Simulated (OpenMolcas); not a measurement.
**Ce³⁺ with 2 ligands (fluoride): CASSCF and CASPT2 levels and susceptibility**

Which state of Ce³⁺ lies lowest among these ligands, how large is the field, and what χT follows?

Method: state-averaged CASSCF and CASPT2, spin-orbit coupling by RASSI with atomic mean-field integrals. Code: OpenMolcas 26.06.

## 1. The system

* Species: Ce³⁺ (cerium, Z = 58, 55 electrons)
* Basis: ANO-RCC-VTZP [8s7p5d3f2g1h], 132 functions with the ligands
* Scalar Hamiltonian: DKH2, point nucleus
* Inactive shells: 1s 2s 2p 3s 3p 3d 4s 4p 4d 5s 5p of the metal, and all ligand shells
* Active space: 1 electron in 7 orbitals (4f)
* Some configurations of this space: 4f
* Orbitals: optimised for the highest spin of each parity, averaged over all roots

The outer shells:

4f
```
4f [↑ ][  ][  ][  ][  ][  ][  ]
```

Ce³⁺ is taken with 2 ligands (fluoride) in linear coordination (D∞h) at 2.11 Å. Ligand basis ANO-RCC-VDZP. The distances are assumed, not relaxed.

```xyz
3

Ce    0.0000    0.0000    0.0000
F     0.0000    0.0000    2.1100
F     0.0000    0.0000   -2.1100
```

The work runs as a chain of OpenMolcas steps in one folder; each step below is one input file. Labels, J, g values, rates, χT and fits are worked out afterwards by a script from the matrices that RASSI stores.

## 2. Basis and integrals

Contents of a.inp:

```
&GATEWAY
Coord
3

Ce 0.0 0.0 0.0
F 0.000000 0.000000 2.110000
F 0.000000 0.000000 -2.110000
Basis=Ce.ANO-RCC-VTZP,F.ANO-RCC-VDZP
Group=XYZ
NoMove
AngMom=0.0 0.0 0.0
AMFI
RICD
&SEWARD
```

The run is started by

```bash
$ OMP_NUM_THREADS=1 MOLCAS_MEM=2457 MOLCAS_PROJECT=a pymolcas a.inp > a.log
```

## 3. CASSCF: doublets of odd parity, 7 roots

Contents of a.inp:

```
&RASSCF
FileOrb=start.orb
Symmetry=2
Spin=2
nActEl=1 0 0
Inactive=20 17
Ras2=0 7
CIRoot=7 7 1
SDav=7
CIMx=300
Iter=150 100
PrWF=0.3
OrbListing=Nothing
MaxOrb=0
LevShft=1.0
>>> COPY $Project.JobIph JOB001
```

start.orb holds start orbitals that the driver prepared beforehand, or those of the step before.

## 4. RASSI: spin-orbit coupling between the states

Contents of a.inp:

```
&RASSI
NrOfJobIphs=1 7
1 2 3 4 5 6 7
IphNames
JOB001
EJob
SpinOrbit
DIPRint=1.0
SOCoupling=1000.0
Subsets=2
Property=9
'ANGMOM' 1 'ANGMOM' 2 'ANGMOM' 3 'MLTPL  1' 1 'MLTPL  1' 2 'MLTPL  1' 3
'AMFI' 1 'AMFI' 2 'AMFI' 3
SOProperty=3
'ANGMOM' 1 'ANGMOM' 2 'ANGMOM' 3
```

## 5. CASPT2: IPEA 0.25, imaginary shift 0.1 (closed shells correlated: 5s 5p of the metal, with ligand shells; the Frozen line counts the rest)

Contents of a.inp:

```
>>> COPY JOB001 $Project.JobIph
&CASPT2
Multistate=7 1 2 3 4 5 6 7
NoMult
Frozen=15 10
IPEA=0.25
Imaginary=0.1
MaxIter=60
WThr=0.0 0.3 0.05
PrWF=0.5
NoMix
```

(Steps that only read results are left out.)

What does the calculation give? Wanted: spin-free ground state; first state of the same spin within the active space; lowest level; next level.

The runs gave:

| quantity | value |
| --- | --- |
| method | SS-CASPT2, IPEA 0.25, imaginary shift 0.1 (closed shells correlated: 5s 5p of the metal, with ligand shells; the Frozen line counts the rest) |
| spin-free ground state | 2Phi, 2-fold in its orbital part |
| first state of the same spin within the active space | 2Delta at 1130 cm⁻¹ |
| lowest level | 2-fold, g = 0.00, 0.00, 4.14 |
| next level | 1353.3 cm⁻¹ |
| χT at 300 K | 0.63 cm³ K/mol |
| effective moment at 300 K | 2.25 μB |

Cost by method:

```tsv
method	time of its own steps	time with the reference
A. CASSCF	11 s	11 s
B. SS-CASPT2, IPEA 0.25, imaginary shift 0.1, +5s 5p	13 s	24 s
```

Times are of one thread on a shared host.

What this shows: The spin-free ground state (2Phi) is 2-fold and keeps the highest spin of the shell.
